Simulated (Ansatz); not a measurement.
# CH4Cl2OSeSn: relaxing the structure

The task is to find a stationary geometry of CH4Cl2OSeSn.

Program: Ansatz 0.2.0, Gaussian basis. Level of theory: RKS PBE0-D4/def2-TZVP. These are calculated values, not measurements.

Levels to be run: relaxation at PBE0-D4/def2-TZVP.

1 further run of the same task is left out (set aside as unsound or not needed).

## (1) Starting geometry

10 atoms, charge 0, spin multiplicity 1.

Atoms are counted from 1 here; the program's logs count them from 0.

Bond lengths: C1–O2 1.391 Å, C1–H7 1.093 Å, C1–H8 1.093 Å, C1–H9 1.092 Å, O2–Sn3 2.051 Å, Sn3–Cl4 2.342 Å, Sn3–Cl5 2.332 Å, Sn3–Se6 2.531 Å, Se6–H10 1.446 Å. Angles: O2–C1–H7 105.7°, O2–C1–H8 112.5°, O2–C1–H9 112.3°, H7–C1–H8 108.3°, H7–C1–H9 108.5°, H8–C1–H9 109.4°, C1–O2–Sn3 125.3°, O2–Sn3–Cl4 106.8°, O2–Sn3–Cl5 108.8°, O2–Sn3–Se6 104.0°, Cl4–Sn3–Cl5 107.5°, Cl4–Sn3–Se6 112.9°, Cl5–Sn3–Se6 116.4°, Sn3–Se6–H10 92.4°.

Coordinates:

```xyz
10
charge 0, multiplicity 1
C     0.1086   -1.8022   -0.3851
O    -0.4249   -0.5270   -0.5429
Sn   -0.0197    1.0852    0.6588
Cl    2.2909    1.4491    0.5478
Cl   -0.5356    0.5273    2.8634
Se   -1.3623    2.9684   -0.3688
H    -0.3573   -2.4151   -1.1607
H    -0.1322   -2.2390    0.5873
H     1.1908   -1.8195   -0.5322
H    -0.7582    2.7726   -1.6676
```

The start is a GFN2-xTB geometry. Sn takes the def2 core potential; no spin-orbit term is included.

## (2) Geometry optimisation, PBE0-D4/def2-TZVP

in.yaml

```yaml
crystal:
  periodic: [false, false, false]
  atoms:
    - {symbol: C, position_ang: [0.108560, -1.802190, -0.385110]}
    - {symbol: O, position_ang: [-0.424900, -0.526960, -0.542900]}
    - {symbol: Sn, position_ang: [-0.019700, 1.085240, 0.658800]}
    - {symbol: Cl, position_ang: [2.290870, 1.449130, 0.547830]}
    - {symbol: Cl, position_ang: [-0.535560, 0.527330, 2.863400]}
    - {symbol: Se, position_ang: [-1.362290, 2.968420, -0.368810]}
    - {symbol: H, position_ang: [-0.357310, -2.415070, -1.160700]}
    - {symbol: H, position_ang: [-0.132220, -2.238970, 0.587290]}
    - {symbol: H, position_ang: [1.190800, -1.819540, -0.532230]}
    - {symbol: H, position_ang: [-0.758250, 2.772620, -1.667560]}
basis:
  gaussian: {orbitals: def2-TZVP}
hamiltonian: {xc: pbe0, dispersion: d4}
relax: {f_tol: 0.005, max_steps: 150}
```

Run with:

```bash
$ ansatz run in.yaml --threads 2 --pin off --events-out ev --progress --plain --max-ram 22528MiB --backend cuda --devices 0, --max-vram 18GiB
```

Before running them: what should the planned runs give, taken together? Wanted: point group; shift from the start; total energy; dispersion term; dipole moment.

As calculated:

| quantity | value |
| --- | --- |
| point group | C1 |
| steps | 27 |
| shift from the start (rms) | 0.157 Å |
| total energy | -99362.4189 eV |
| dispersion term | -303 meV |
| dipole moment | 1.52 D |

What this shows: The atoms moved 0.16 Å (rms) from the start; the bond that changed most is O2–Sn3, from 2.051 to 1.939 Å. No vibrations were run, so it is not proven to be a minimum. The largest Mulliken charge, +1.10 e, sits on Sn3.
